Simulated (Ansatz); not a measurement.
# ClH₂InO₂: a ladder of functionals and wavefunction methods

An exercise on one series of results from a longer session: the logs are not shown, and one member is left open.

The runs use Ansatz 0.2.0, Gaussian basis; functionals in def2-TZVPP, the program's frozen cores in correlated methods.

Levels to be run: LDA (SPW92), PBE-D4, revPBE-D4, BLYP-D4, r2SCAN-D4, B97M-V, PBE0-D4, B3LYP-D4, r2SCANh-D4, r2SCAN0-D4, HSE06-D4, BHLYP-D4, CAM-B3LYP-D4, LC-ωPBE, ωB97X-V, ωB97M-V, B2PLYP, PBE-QIDH; CCSD(T)/def2-SVP; CCSD(T)/def2-TZVPP; MP2/def2-QZVPP; extrapolation to the limit; RPA on PBE.

## Structure used throughout

An earlier PBE0-D4 in a triple-zeta def2 set relaxation fixed the geometry. In takes the def2 core potential; no spin-orbit term is included.

6 atoms, charge 0, spin multiplicity 1.

Atoms are counted from 1 here; the program's logs count them from 0.

Bond lengths: O1–In2 1.972 Å, O1–H5 0.961 Å, In2–O3 1.972 Å, In2–Cl4 2.292 Å, O3–H6 0.961 Å. Angles: In2–O1–H5 113.0°, O1–In2–O3 123.4°, O1–In2–Cl4 118.3°, O3–In2–Cl4 118.3°, In2–O3–H6 113.0°.

The first run:

The input, in.yaml:

```yaml
crystal:
  periodic: [false, false, false]
  atoms:
    - {symbol: O, position_ang: [-0.614669, 1.434997, -0.830264]}
    - {symbol: In, position_ang: [-0.230838, -0.424886, -0.300548]}
    - {symbol: O, position_ang: [0.947021, -0.902054, 1.206782]}
    - {symbol: Cl, position_ang: [-1.203966, -2.119400, -1.498699]}
    - {symbol: H, position_ang: [-0.172387, 2.082332, -0.274854]}
    - {symbol: H, position_ang: [1.316940, -0.134891, 1.651482]}
basis:
  gaussian: {orbitals: def2-TZVPP}
hamiltonian: {xc: lda}
output: {orbitals: {seedname: orbitals}}
```

Steps of the session up to this table: LDA; PBE-D4 (GGA); revPBE-D4 (GGA); BLYP-D4 (GGA); r2SCAN-D4 (meta-GGA); B97M-V (meta-GGA); PBE0-D4 (hybrid); B3LYP-D4 (hybrid); r2SCANh-D4 (hybrid); r2SCAN0-D4 (hybrid); HSE06-D4 (hybrid); BHLYP-D4 (hybrid); CAM-B3LYP-D4 (range-separated); LC-ωPBE-D4 (range-separated; the results give it without D4); ωB97X-V (range-separated); ωB97M-V (range-separated); B2PLYP (double hybrid); PBE-QIDH (double hybrid).

One of the session's tables, all rows but one given; the rest of the session is left out.

It belongs to the step «Orbital energies across the functionals». 

| functional | HOMO (eV) | LUMO (eV) | gap (eV) |
| --- | --- | --- | --- |
| LDA (SPW92) | -7.49 | -3.46 | 4.03 |
| PBE-D4 | -7.25 | -3.14 | 4.11 |
| revPBE-D4 | -7.16 | -3.01 | 4.16 |
| BLYP-D4 | ? | ? | ? |
| r2SCAN-D4 | -7.63 | -2.91 | 4.72 |
| B97M-V | -7.68 | -3.01 | 4.67 |
| PBE0-D4 | -8.91 | -2.24 | 6.67 |
| B3LYP-D4 | -8.65 | -2.59 | 6.06 |
| r2SCANh-D4 | -8.27 | -2.58 | 5.69 |
| r2SCAN0-D4 | -9.15 | -2.10 | 7.05 |
| HSE06-D4 | -8.50 | -2.61 | 5.89 |
| BHLYP-D4 | -10.27 | -1.42 | 8.85 |
| CAM-B3LYP-D4 | -10.32 | -1.33 | 9.00 |
| LC-ωPBE | -11.70 | 0.03 | 11.73 |
| ωB97X-V | -11.33 | -0.16 | 11.16 |
| ωB97M-V | -11.22 | -0.34 | 10.88 |

**Question.** Estimate the row for BLYP-D4.

Worked estimate for «HOMO (eV)». Against the share of exact exchange, B3LYP-D4 (0.2, -8.65), BHLYP-D4 (0.5, -10.27) give a slope of -5.40 per unit share; at 0 the line stands at -7.57.

As computed: HOMO (eV): -7.16; LUMO (eV): -3.13; gap (eV): 4.03. In «HOMO (eV)» the line misses by -0.41.
